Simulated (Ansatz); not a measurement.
Geometry optimisation, Ansatz, DFT PBEsol, scalar-relativistic, plane waves, PAW.

The input (input.yaml):

```yaml
accuracy: low
crystal:
  lattice:
    - [7.67918, 0.0, 0.0]
    - [3.83959, 6.650365, 0.0]
    - [0.0, 0.0, 18.418765]
  atoms:
    - { symbol: H, position: [0.1666667, 0.1666667, 0.0542925] }
    - { symbol: H, position: [0.6666667, 0.1666667, 0.0542925] }
    - { symbol: H, position: [0.1666667, 0.6666667, 0.0542925] }
    - { symbol: H, position: [0.6666667, 0.6666667, 0.0542925] }
    - { symbol: Si, position: [0.1666667, 0.1666667, 0.1357311] }
    - { symbol: Si, position: [0.6666667, 0.1666667, 0.1357311] }
    - { symbol: Si, position: [0.1666667, 0.6666667, 0.1357311] }
    - { symbol: Si, position: [0.6666667, 0.6666667, 0.1357311] }
    - { symbol: Si, position: [-0.1666667, 0.3333333, 0.178283] }
    - { symbol: Si, position: [0.3333333, 0.3333333, 0.178283] }
    - { symbol: Si, position: [-0.1666667, 0.8333333, 0.178283] }
    - { symbol: Si, position: [0.3333333, 0.8333333, 0.178283] }
    - { symbol: Si, position: [-0.1666667, 0.3333333, 0.3059386] }
    - { symbol: Si, position: [0.3333333, 0.3333333, 0.3059386] }
    - { symbol: Si, position: [-0.1666667, 0.8333333, 0.3059386] }
    - { symbol: Si, position: [0.3333333, 0.8333333, 0.3059386] }
    - { symbol: Si, position: [0.0, 0.0, 0.3484905] }
    - { symbol: Si, position: [0.5, 0.0, 0.3484905] }
    - { symbol: Si, position: [0.0, 0.5, 0.3484905] }
    - { symbol: Si, position: [0.5, 0.5, 0.3484905] }
    - { symbol: O, position: [0.6602328, 0.4305113, 0.4277575] }
    - { symbol: H, position: [0.6203236, 0.3332907, 0.438616] }
    - { symbol: H, position: [0.8012301, 0.3638085, 0.438616] }
basis:
  ecutwfc: 420.0
kpoints:
  mp_grid: { grid: [2, 2, 1] }
hamiltonian:
  xc: pbesol
  pseudopotentials: { kind: paw, azcp: { folder: soft_1 } }
scf:
  occupations: { method: fermi_dirac, width: 0.02 }
  lower_state_search: "off"
relax:
  f_tol: 0.08
  max_steps: 25
  adjacent_minimum: "off"
  constraints: [{ sites: [0, 1, 2, 3, 4, 5, 6, 7] }]
```

Launched with:

```bash
$ ansatz run input.yaml --threads 1 --pin off --max-ram 3072MiB --backend cpu --events-out ev --progress --plain --runs-dir out
```

Q: Where does it end, and by what steps?

A: The run converged. Limits of this set-up: coarse k mesh, thin slab, slab without dipole correction, no dispersion correction for a molecule that may bind weakly, PAW files made for another functional, low accuracy level. After 15 steps the energy has fallen by 2.361 eV; Si18 moved furthest, 0.93 Å.

```json
{"step": "0", "energy less start (eV)": "0.0000", "largest force component (eV/Å)": "2.955", "accepted": "yes"}
{"step": "1", "energy less start (eV)": "-1.2318", "largest force component (eV/Å)": "1.400", "accepted": "yes"}
{"step": "2", "energy less start (eV)": "-1.6011", "largest force component (eV/Å)": "0.998", "accepted": "yes"}
{"step": "3", "energy less start (eV)": "-1.7330", "largest force component (eV/Å)": "0.844", "accepted": "yes"}
{"step": "4", "energy less start (eV)": "-1.9464", "largest force component (eV/Å)": "0.706", "accepted": "yes"}
{"step": "5", "energy less start (eV)": "-2.1094", "largest force component (eV/Å)": "0.525", "accepted": "yes"}
{"step": "6", "energy less start (eV)": "-2.2210", "largest force component (eV/Å)": "0.340", "accepted": "yes"}
{"step": "7", "energy less start (eV)": "-2.2776", "largest force component (eV/Å)": "0.310", "accepted": "yes"}
{"step": "8", "energy less start (eV)": "-2.2192", "largest force component (eV/Å)": "0.379", "accepted": "no"}
{"step": "9", "energy less start (eV)": "-2.3210", "largest force component (eV/Å)": "0.155", "accepted": "yes"}
{"step": "10", "energy less start (eV)": "-2.3393", "largest force component (eV/Å)": "0.182", "accepted": "yes"}
{"step": "11", "energy less start (eV)": "-2.3486", "largest force component (eV/Å)": "0.113", "accepted": "yes"}
{"step": "12", "energy less start (eV)": "-2.3564", "largest force component (eV/Å)": "0.173", "accepted": "yes"}
{"step": "13", "energy less start (eV)": "-2.3595", "largest force component (eV/Å)": "0.095", "accepted": "yes"}
{"step": "14", "energy less start (eV)": "-2.3593", "largest force component (eV/Å)": "0.142", "accepted": "no"}
{"step": "15", "energy less start (eV)": "-2.3612", "largest force component (eV/Å)": "0.054", "accepted": "yes"}
```

```xyz
23
Lattice="7.6792 0.0000 0.0000 3.8396 6.6504 0.0000 0.0000 0.0000 18.4188" Properties=species:S:1:pos:R:3
H 1.920 1.108 1.000
H 5.759 1.108 1.000
H 3.840 4.434 1.000
H 7.679 4.434 1.000
Si 1.920 1.108 2.500
Si 5.759 1.108 2.500
Si 3.840 4.434 2.500
Si 7.679 4.434 2.500
Si -0.004 2.209 3.179
Si 3.834 2.232 3.287
Si 1.921 5.533 3.247
Si 5.807 5.571 3.415
Si -0.093 2.070 5.453
Si 3.426 2.143 5.638
Si 1.689 5.333 5.552
Si 5.229 5.428 5.898
Si -0.484 0.021 6.639
Si 3.445 -0.222 5.608
Si 1.587 3.248 6.701
Si 5.553 3.063 6.135
O 6.072 2.759 7.955
H 6.317 1.755 7.959
H 6.994 3.161 8.032
```

Whether the end is a true minimum wasn't checked by a vibrational analysis.

The run took 2.5 min on 1 thread of Intel(R) Xeon(R) Platinum 8375C CPU @ 2.90GHz (Ice Lake), on a shared host, peak memory 0.96 GiB.
